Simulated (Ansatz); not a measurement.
# Si3Ge (ordered alloy on diamond lattice): optical response by level

Aim: the dielectric function of Si3Ge (ordered alloy on diamond lattice) in the independent-particle picture, and how it depends on the functional and on the gap. Plan: HSE06 for the gap; optics with PBE on 6×6×4; optics with r2SCAN on 6×6×4; optics with LDA on 6×6×4; optics with PBE and scissors to the HSE06 gap on 6×6×4; optics with PBE with spin-orbit coupling on 4×4×4.

Program: Ansatz 0.2.0. Level of theory: plane waves, PAW; no local fields, no excitons. These are calculated values, not measurements.

## Step 1: The system as given

It takes space group P-4m2 (No. 115, tetragonal). Conventional cell: a = 3.888 Å, b = 3.888 Å, c = 5.484 Å, α = 90.00°, β = 90.00°, γ = 90.00°. Around Si (site symmetry 2mm) lie 2 Si at 2.36 Å and 2 Ge at 2.39 Å. Si (site symmetry -4m2) is surrounded by 4 Si at 2.36 Å. Ge (site symmetry -4m2) is surrounded by 4 Si at 2.39 Å.

As a file:

```xyz
4
Lattice="3.8881 0.0000 0.0000 0.0000 3.8881 0.0000 0.0000 0.0000 5.4837" Properties=species:S:1:pos:R:3 pbc="T T T"
Si    1.9440    0.0000    4.1395
Si    1.9440    1.9440    0.0000
Si    0.0000    1.9440    1.3442
Ge    0.0000    0.0000    2.7418
```

Cell and atoms come from an earlier r2SCAN relaxation.

## Step 2: The gap to aim at

File input.yaml:

```yaml
crystal:
  lattice:
    - [3.8880966193, 0.0, 0.0]
    - [0.0, 3.8880966193, 0.0]
    - [0.0, 0.0, 5.4836775956]
  atoms:
    - { symbol: Si, position: [0.5, 0.0, 0.7548774917] }
    - { symbol: Si, position: [0.5, 0.5, 0.0] }
    - { symbol: Si, position: [0.0, 0.5, 0.2451225083] }
    - { symbol: Ge, position: [0.0, 0.0, 0.5] }
kpoints:
  mp_grid: { grid: [4, 4, 4] }
  band_path:
    path:
      - [0.0, 0.0, 0.0]
      - [0.0, 0.5, 0.0]
      - [0.5, 0.5, 0.0]
      - [0.0, 0.0, 0.5]
      - [0.0, 0.5, 0.5]
      - [0.5, 0.5, 0.5]
    npoints: 1
hamiltonian:
  xc: hse06
scf:
  occupations: { method: fixed }
  n_extra_bands: 5
output:
  forces: true
  stress: true
  eigenvalues: true
```

On the command line:

```console
$ ansatz run input.yaml --threads 4 --pin off --max-ram 3686MiB --backend cpu --events-out ev --progress --plain --runs-dir out
```

Further steps of the session: Optics, PBE; Optics, r2SCAN; Optics, LDA; Optics, PBE with a scissors shift; Optics, PBE with spin-orbit coupling.

**Question.** What will the summary of the whole plan be? Wanted: ε∞, PBE; ε∞, r2SCAN; ε∞, LDA; ε∞, PBE with spin-orbit coupling; tallest peak of ε₂, PBE; tallest peak of ε₂, r2SCAN; tallest peak of ε₂, LDA; tallest peak of ε₂, PBE with spin-orbit coupling; HSE06 direct gap.

The runs gave:

| quantity | value |
| --- | --- |
| ε∞, PBE | 14.38 (xx, yy), 14.33 (zz) |
| ε∞, r2SCAN | 12.52 (xx, yy), 12.50 (zz) |
| ε∞, LDA | 15.16 (xx, yy), 15.08 (zz) |
| ε∞, PBE + 0.59 eV scissors | 12.52 (xx, yy), 12.49 (zz) |
| ε∞, PBE with spin-orbit coupling | 14.37 (xx, yy), 14.30 (zz) |
| tallest peak of ε₂, PBE | 51.3 at 3.75 eV |
| tallest peak of ε₂, r2SCAN | 47.0 at 4.10 eV |
| tallest peak of ε₂, LDA | 52.6 at 3.65 eV |
| tallest peak of ε₂, PBE + 0.59 eV scissors | 50.9 at 4.35 eV |
| tallest peak of ε₂, PBE with spin-orbit coupling | 51.1 at 3.75 eV (complete to 8.7 eV) |
| HSE06 direct gap | 1.22 eV |

**Reading.** PBE + 0.59 eV scissors has the widest direct gap (1.22 eV) and LDA the narrowest (0.53 eV); ε∞ is 12.51 and 15.13 (mean of the axes). Spin-orbit coupling moves the direct gap by -0.04 eV; ε∞ doesn't compare between these two runs, as the bands summed differ. With a direct gap of only 0.53 eV, ε∞ hangs on the few k points next to it, so this mesh fixes it only roughly. The meshes differ between the runs, and peak heights and places move with the mesh, so part of any difference isn't the level's. The response is anisotropic: with PBE ε∞ is 14.38 (xx, yy), 14.33 (zz). Local fields and excitons are left out: both change ε∞, and without excitons the onset lacks its lines.
